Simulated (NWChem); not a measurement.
# AlBrCl (SMILES [Cl][Al][Br]): UCAM-B3LYP/pcseg-2

Aim: the electronic atomisation energy of AlBrCl at UCAM-B3LYP/pcseg-2, from 4 runs. 

The calculation is run with NWChem 7.3.0.

### Step 1. The molecule

The species is AlBrCl (3 atoms), meant as a doublet with charge 0. As SMILES, `[Cl][Al][Br]`. The coordinates come from a PBE0-D4/def2-TZVP relaxation.

Bond lengths: Cl1–Al2 2.102 Å, Al2–Br3 2.266 Å. Angles: Cl1–Al2–Br3 118.9°.

### Step 2. The energy at UCAM-B3LYP/pcseg-2 (run 1)

The input, calc.nw:

```
start calc
title "AlBrCl"
memory total 2200 mb

geometry units angstroms noautosym nocenter noautoz
 Cl    0.439900    1.761100    0.423900
 Al   -0.648100    0.131300   -0.337700
 Br    0.197100   -1.957200   -0.099400
end

basis spherical bse
 * library pcseg-2
end

dft
 xc xcamb88 1.00 lyp 0.81 vwn_5 0.19 hfexch 1.00
 cam 0.33 cam_alpha 0.19 cam_beta 0.46
 mult 2
 grid fine
 convergence energy 1e-08
 direct
 iterations 100
 mulliken
 noprint "final vectors analysis"
end

task dft energy
```

Started as:

```console
$ nwchem calc.nw > calc.out
```

The log of the run:

```text
[...]
          Wavefunction type:  spin polarized.
          No. of atoms     :     3
          No. of electrons :    65
[...]
          Charge           :     0
          Spin multiplicity:     2
[...]
          AO basis - number of functions:   111
[...]
              XC Information
              --------------
                     Hartree-Fock (Exact) Exchange  1.000
                   CAM-Becke88 Exchange Functional  1.000
                      VWN V Correlation Functional  0.190 local
              Lee-Yang-Parr Correlation Functional  0.810
[...]
 d= 0,ls=0.0,diis     1  -3277.0543236554 -3.52D+03  5.31D-03  2.85D-01     5.6
[...]
 d= 0,ls=0.0,diis    11  -3277.1111188225 -4.76D-10  1.46D-07  3.07D-11    59.0
[...]
         Total DFT energy =    -3277.111118822474
      One electron energy =    -5046.127470826103
           Coulomb energy =     1661.921017547949
    Exchange-Corr. energy =     -138.482740946747
 Nuclear repulsion energy =      245.578075402427
[...]
      Total Density - Mulliken Population Analysis
     ---------------------------------------------
    Atom       Charge   Shell Charges
 -----------   ------   -------------------------------------------------------
    1 Cl  17    17.34   2.01  0.36  1.60  1.07  0.89  5.91  1.10  2.94  1.44  0.00  0.02  0.00
    2 Al  13    12.31   2.00  0.51  1.47  0.82  0.37  5.88  0.37  0.64  0.07  0.00  0.15  0.02
    3 Br  35    35.35   2.00  2.00  1.20  0.74  0.94  1.06  6.00  5.92  1.22  2.97  1.28  9.69  0.31  0.03  0.00
[...]
      <S2> =      0.7522 (Exact =     0.7500)
[...]
```

It took 60 s on 1 thread of AMD EPYC 9R45 (Zen 5), shared host; peak memory 0.18 GiB.

### Step 3. The Al atom, same level (run 2)

The input, job.nw:

```
start job
title "Al"
memory 2200 mb

geometry noautosym nocenter noautoz
Al    0.000000    0.000000    0.000000
end

basis spherical bse
* library pcseg-2
end

dft
xc xcamb88 1.00 lyp 0.81 vwn_5 0.19 hfexch 1.00
cam 0.33 cam_alpha 0.19 cam_beta 0.46
mult 2
grid fine
convergence energy 1e-08
direct
iterations 100
mulliken
noprint "final vectors analysis"
end

task dft
```

Run the same way, it converges to -242.37291 Eh (log not shown).

### Step 4. The Br atom (run 3)

The input, mymol.nw:

```
start mymol
memory total 2200 mb

geometry units angstroms noautosym nocenter noautoz
  Br       0.000000       0.000000       0.000000
end

basis spherical bse
  Br library pcseg-2
end

dft
  xc xcamb88 1.00 lyp 0.81 vwn_5 0.19 hfexch 1.00
  cam 0.33 cam_alpha 0.19 cam_beta 0.46
  mult 2
  grid fine
  convergence energy 1e-08
  direct
  iterations 100
  mulliken
  noprint "final vectors analysis"
end

task dft energy
```

Run the same way, it converges to -2574.28758 Eh (log not shown).

### Step 5. The Cl atom (run 4)

The input, cl.nw:

```
start cl
memory 2200 mb
geometry noautosym nocenter noautoz
Cl     0.000000     0.000000     0.000000
end
basis spherical bse
* library pcseg-2
end
dft
xc xcamb88 1.00 lyp 0.81 vwn_5 0.19 hfexch 1.00
cam 0.33 cam_alpha 0.19 cam_beta 0.46
mult 2
grid fine
convergence energy 1e-08
direct
iterations 100
mulliken
print low
end
task dft energy
```

Run the same way, it converges to -460.17668 Eh (log not shown).

### Step 6. All runs side by side

| run | partner | energy (Eh) | ⟨S²⟩ | wall time |
| --- | --- | --- | --- | --- |
| 1 | base | -3277.111119 | 0.752 | 60 s |
| 2 | atoms | -242.372907 | 0.752 | 1.3 s |
| 3 | atoms | -2574.287576 | 0.752 | 3.3 s |
| 4 | atoms | -460.176676 | 0.753 | 1.3 s |

### Step 7. Results

Level: UCAM-B3LYP/pcseg-2.

```
                     quantity          value
        Cl atom: total energy  -460.17668 Eh
                Cl atom: ⟨S²⟩          0.753
electronic atomisation energy       7.455 eV
```

In words: Taking the molecule apart into free atoms costs 7.45 eV (172 kcal/mol), before zero-point energy and without spin-orbit coupling. All runs together took 66 s, the longest 60 s.
